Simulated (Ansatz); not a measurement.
**PBE/def2-SVP run of GaSiH4F (SMILES [F][GaH][SiH3])**

What is the electronic atomisation energy of GaSiH4F at PBE/def2-SVP? 

The results are computed with Ansatz 0.2.0.

64 further runs of the same task are left out: 64 set aside as unsound or not needed.

### 1 Starting point

GaSiH4F has 7 atoms, charge 0, and is taken as a singlet. As SMILES, `[F][GaH][SiH3]`. The coordinates come from a PBE0-D4/def2-TZVP relaxation.

Bond lengths: F1–Ga2 1.766 Å, Ga2–Si3 2.406 Å, Ga2–H4 1.565 Å, Si3–H5 1.487 Å, Si3–H6 1.487 Å, Si3–H7 1.487 Å. Angles: F1–Ga2–Si3 112.7°, F1–Ga2–H4 112.3°, Si3–Ga2–H4 135.0°, Ga2–Si3–H5 109.4°, Ga2–Si3–H6 111.2°, Ga2–Si3–H7 109.6°, H5–Si3–H6 108.8°, H5–Si3–H7 108.9°, H6–Si3–H7 108.9°.

### 2 The energy at PBE/def2-SVP

File in.yaml:

```yaml
basis:
  gaussian:
    orbitals: def2-SVP
crystal:
  periodic: [false, false, false]
  atoms:
    - {symbol: F, position_ang: [0.231600, -2.152100, 1.342200]}
    - {symbol: Ga, position_ang: [0.019100, -0.400000, 1.279300]}
    - {symbol: Si, position_ang: [-0.029700, 0.450800, -0.970800]}
    - {symbol: H, position_ang: [-0.096900, 0.235400, 2.704700]}
    - {symbol: H, position_ang: [-1.196100, -0.125700, -1.691600]}
    - {symbol: H, position_ang: [-0.144400, 1.933400, -0.983000]}
    - {symbol: H, position_ang: [1.216400, 0.058100, -1.680800]}
hamiltonian:
  xc: {name: PBE}
accuracy: high
output: {orbitals: {seedname: orbitals}}
```

On the command line:

```sh
$ ansatz run in.yaml --threads 1 --pin off --max-ram 3480MiB --events-out events.jsonl --progress --plain --runs-dir runs
```

The program printed:

```text
Warning: RAYON_NUM_THREADS=1 ignored (pool sized by the plan → 1); use --threads N
Functional definition: PBE
  name "PBE"
  parameter kappa = 0.804
  parameter beta = 0.06672455060314922
  exchange = pbe_x(kappa = kappa, mu = beta*pi^2/3)
  correlation = pbe_c(beta = beta)
1714 factors; integrals over basis functions are off by at most 6.6e-9 eV
mean field evaluation 1: about -63008.4855 eV, gradient 4.8e1 eV
mean field evaluation 2: about -62964.8600 eV, gradient 1.6e2 eV
mean field evaluation 4: about -63012.0986 eV, gradient 9.9e0 eV
mean field evaluation 8: about -63012.2101 eV, gradient 5.7e-1 eV
mean field evaluation 16: about -63012.2107 eV, gradient 3.8e-5 eV
mean field -63012.21073702 eV, -2315.6560333751 hartree, gradient 5.3e-8 eV, S^2 0.000000; 0 other end points of the search recorded, 0 dependent functions left out
reference -63012.21074092 eV, -2315.6560335184 hartree; 29, 29 occupied and 55, 55 virtual orbitals, 1714 factors
Total energy: -63012.21074092 eV, -2315.6560335184 hartree
```

Wall time 6 s (1 thread of Arm Neoverse V1, shared host); peak memory 0.2 GiB.

### 3 The F atom at the same level

File in.yaml:

```yaml
crystal:
  periodic: [false, false, false]
  atoms:
    - symbol: F
      position_ang: [0.000000, 0.000000, 0.000000]
basis:
  gaussian: {orbitals: def2-SVP}
magnetization: {spin_polarized: true, initial_magnetization: 1}
hamiltonian: {xc: pbe}
accuracy: high
```

On the command line:

```sh
$ ansatz run in.yaml --threads 1 --pin off --max-ram 3480MiB --events-out events.jsonl --progress --plain --runs-dir runs
```

The program printed:

```text
Warning: RAYON_NUM_THREADS=1 ignored (pool sized by the plan → 1); use --threads N
[... 6 set-up lines as earlier in the session ...]
95 factors; integrals over basis functions are off by at most 1.3e-9 eV
mean field evaluation 1: about -2708.5156 eV, gradient 5.9e0 eV
mean field evaluation 2: about -2708.5550 eV, gradient 4.5e0 eV
mean field evaluation 4: about -2708.6146 eV, gradient 6.1e-3 eV
mean field evaluation 8: about -2708.6148 eV, gradient 2.4e-5 eV
mean field evaluation 16: about -2708.6147 eV, gradient 1.0e-1 eV
mean field evaluation 32: about -2708.6148 eV, gradient 3.3e-9 eV
mean field -2708.61477541 eV, -99.5397570311 hartree, gradient 3.3e-9 eV, S^2 0.750814; 2 other end points of the search recorded, 0 dependent functions left out
reference -2708.61477588 eV, -99.5397570484 hartree; 5, 4 occupied and 9, 10 virtual orbitals, 95 factors
Total energy: -2708.61477588 eV, -99.5397570484 hartree
```

Run time: 0.54 s. Hardware: 1 thread of Arm Neoverse V1, shared host.

### 4 The Ga atom, same level

File in.yaml:

```yaml
crystal:
  periodic: [false, false, false]
  atoms:
    - {symbol: Ga, position_ang: [0.000000, 0.000000, 0.000000]}
basis:
  gaussian: {orbitals: def2-SVP}
magnetization: {spin_polarized: true, initial_magnetization: 1}
hamiltonian: {xc: {name: PBE}}
accuracy: high
```

Run the same way, it converges to -1924.26790 Eh (log not shown).

### 5 The H atom, same level

File input.yaml:

```yaml
basis:
  gaussian: {orbitals: def2-SVP}
crystal:
  periodic: [false, false, false]
  atoms:
    - {symbol: H, position_ang: [0.000000, 0.000000, 0.000000]}
magnetization: {spin_polarized: true, initial_magnetization: 1}
hamiltonian: {xc: {name: PBE}}
accuracy: high
```

Run the same way, it converges to -0.49863 Eh (log not shown).

### 6 The Si atom

File in.yaml:

```yaml
crystal:
  periodic: [false, false, false]
  atoms:
    - {symbol: Si, position_ang: [0.000000, 0.000000, 0.000000]}
basis:
  gaussian: {orbitals: def2-SVP}
magnetization: {spin_polarized: true, initial_magnetization: 2}
hamiltonian: {xc: pbe}
accuracy: high
```

Run the same way, it converges to -289.12416 Eh (log not shown).

### 7 Results

At PBE/def2-SVP:

```
                     quantity           value
       molecule: total energy  -2315.65603 Eh
        molecule: HOMO energy        -6.77 eV
        molecule: LUMO energy        -2.61 eV
      molecule: HOMO–LUMO gap         4.15 eV
         F atom: total energy    -99.53976 Eh
                 F atom: ⟨S²⟩           0.751
        Ga atom: total energy  -1924.26790 Eh
                Ga atom: ⟨S²⟩           0.752
         H atom: total energy     -0.49863 Eh
                 H atom: ⟨S²⟩           0.750
        Si atom: total energy   -289.12416 Eh
                Si atom: ⟨S²⟩           2.003
electronic atomisation energy       19.856 eV
```

What this shows: Taking the molecule apart into free atoms costs 19.86 eV (1916 kJ/mol), before zero-point energy and without spin-orbit coupling.
